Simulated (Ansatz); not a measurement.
# HF/3-21G run of GeSiH6O (SMILES [OH][GeH2][SiH3])

What is the vertical singlet–triplet gap of GeSiH6O at HF/3-21G? 

The results are computed with Ansatz 0.2.0.

63 further runs of the same task are left out: 63 set aside as unsound or not needed. Runs told in other sessions of the task aren't counted.

## Step 1: The system as given

The species is GeSiH6O (9 atoms), meant as a singlet with charge 0. As SMILES, `[OH][GeH2][SiH3]`. The shape is that of a PBE0-D4/def2-TZVP optimisation. This is one conformer, not always the lowest.

Bond lengths: O1–Ge2 1.791 Å, Ge2–Si3 2.389 Å, O1–H4 0.960 Å, Ge2–H5 1.546 Å, Ge2–H6 1.536 Å, Si3–H7 1.488 Å, Si3–H8 1.488 Å, Si3–H9 1.486 Å. Some angles: O1–Ge2–Si3 109.9°, O1–Ge2–H5 109.2°, O1–Ge2–H6 103.6°, Si3–Ge2–H5 111.3°, Si3–Ge2–H6 113.0°, Ge2–O1–H4 112.4°, Ge2–Si3–H7 110.2°, Ge2–Si3–H8 109.3°, Ge2–Si3–H9 110.4°, H5–Ge2–H6 109.6°.

## Step 2: The energy at HF/3-21G

molecule.yaml

```yaml
crystal:
  periodic: [false, false, false]
  atoms:
    - {symbol: O, position_ang: [-1.665400, 1.003200, -0.854800]}
    - {symbol: Ge, position_ang: [0.086300, 0.899600, -0.495500]}
    - {symbol: Si, position_ang: [0.525800, -1.010700, 0.870400]}
    - {symbol: H, position_ang: [-1.973400, 0.267900, -1.389000]}
    - {symbol: H, position_ang: [0.873700, 0.832100, -1.824400]}
    - {symbol: H, position_ang: [0.388100, 2.226700, 0.215900]}
    - {symbol: H, position_ang: [1.986000, -1.132800, 1.128400]}
    - {symbol: H, position_ang: [0.060100, -2.236200, 0.166300]}
    - {symbol: H, position_ang: [-0.192800, -0.896100, 2.165800]}
basis:
  gaussian:
    orbitals: 3-21G-spherical.json
total_charge: 0
hamiltonian:
  xc: hf
accuracy: high
output: {orbitals: {seedname: orbitals}}
```

The basis set 3-21G is read from a file made from the Basis Set Exchange's data (not shown).

Command:

```sh
$ ansatz run molecule.yaml --threads 1 --pin off --max-ram 3480MiB --events-out events.jsonl --progress --plain --runs-dir runs
```

The log of the run:

```text
Warning: RAYON_NUM_THREADS=1 ignored (pool sized by the plan → 1); use --threads N
Functional definition: HF
  name "HF"
  exchange = exact_x
  correlation = 0
1122 factors; integrals over basis functions are off by at most 4.1e-9 eV
mean field evaluation 1: about -66139.2108 eV, gradient 3.2e1 eV
mean field evaluation 2: about -66139.4611 eV, gradient 3.3e1 eV
mean field evaluation 4: about -66141.6906 eV, gradient 1.8e0 eV
mean field evaluation 8: about -66141.7147 eV, gradient 6.5e-2 eV
mean field evaluation 16: about -66141.7147 eV, gradient 2.8e-8 eV
mean field -66141.71473927 eV, -2430.6631842037 hartree, gradient 2.8e-8 eV, S^2 0.000000; 0 other end points of the search recorded, 0 dependent functions left out
reference -66141.71473927 eV, -2430.6631842037 hartree; 30, 30 occupied and 26, 26 virtual orbitals, 1122 factors
Total energy: -66141.71473927 eV, -2430.6631842037 hartree
```

It took 0.84 s on 1 thread of Arm Neoverse V1, shared host; peak memory 0.12 GiB.

## Step 3: The triplet, same level

in.yaml

```yaml
crystal:
  periodic: [false, false, false]
  atoms:
    - symbol: O
      position_ang: [-1.665400, 1.003200, -0.854800]
    - symbol: Ge
      position_ang: [0.086300, 0.899600, -0.495500]
    - symbol: Si
      position_ang: [0.525800, -1.010700, 0.870400]
    - symbol: H
      position_ang: [-1.973400, 0.267900, -1.389000]
    - symbol: H
      position_ang: [0.873700, 0.832100, -1.824400]
    - symbol: H
      position_ang: [0.388100, 2.226700, 0.215900]
    - symbol: H
      position_ang: [1.986000, -1.132800, 1.128400]
    - symbol: H
      position_ang: [0.060100, -2.236200, 0.166300]
    - symbol: H
      position_ang: [-0.192800, -0.896100, 2.165800]
basis:
  gaussian:
    orbitals: 3-21G-spherical.json
hamiltonian:
  xc: hf
output: {orbitals: {seedname: orbitals}}
accuracy: high
magnetization:
  spin_polarized: true
  initial_magnetization: 2
```

The basis set 3-21G is read from a file made from the Basis Set Exchange's data (not shown).

Command:

```sh
$ ansatz run in.yaml --threads 1 --pin off --max-ram 3480MiB --events-out events.jsonl --progress --plain --runs-dir runs
```

The log of the run, shortened:

```text
Warning: RAYON_NUM_THREADS=1 ignored (pool sized by the plan → 1); use --threads N
Functional definition: HF
  name "HF"
[...]
1123 factors; integrals over basis functions are off by at most 4.2e-9 eV
[...]
mean field -66136.02400524 eV, -2430.4540535856 hartree, gradient 2.4e-8 eV, S^2 2.010402; 3 other end points of the search recorded, 0 dependent functions left out
reference -66136.02400524 eV, -2430.4540535856 hartree; 31, 29 occupied and 25, 27 virtual orbitals, 1123 factors
Total energy: -66136.02400524 eV, -2430.4540535856 hartree
```

Run time: 4.5 s. Hardware: 1 thread of Arm Neoverse V1, shared host; peak memory 0.21 GiB.

## Step 4: Summary of results

At HF/3-21G:

| quantity | value |
| --- | --- |
| singlet: total energy | -2430.66318 Eh |
| singlet: HOMO energy | -10.56 eV |
| singlet: LUMO energy | 3.19 eV |
| singlet: HOMO–LUMO gap | 13.74 eV |
| triplet: total energy | -2430.45405 Eh |
| triplet: HOMO energy (highest over α and β) | -4.02 eV |
| triplet: LUMO energy (lowest over α and β) | -0.10 eV |
| triplet: ⟨S²⟩ | 2.010 |
| vertical energy of the triplet above the singlet | 5.691 eV |

In words: At this shape the triplet lies 5.69 eV (549 kJ/mol) above the singlet.
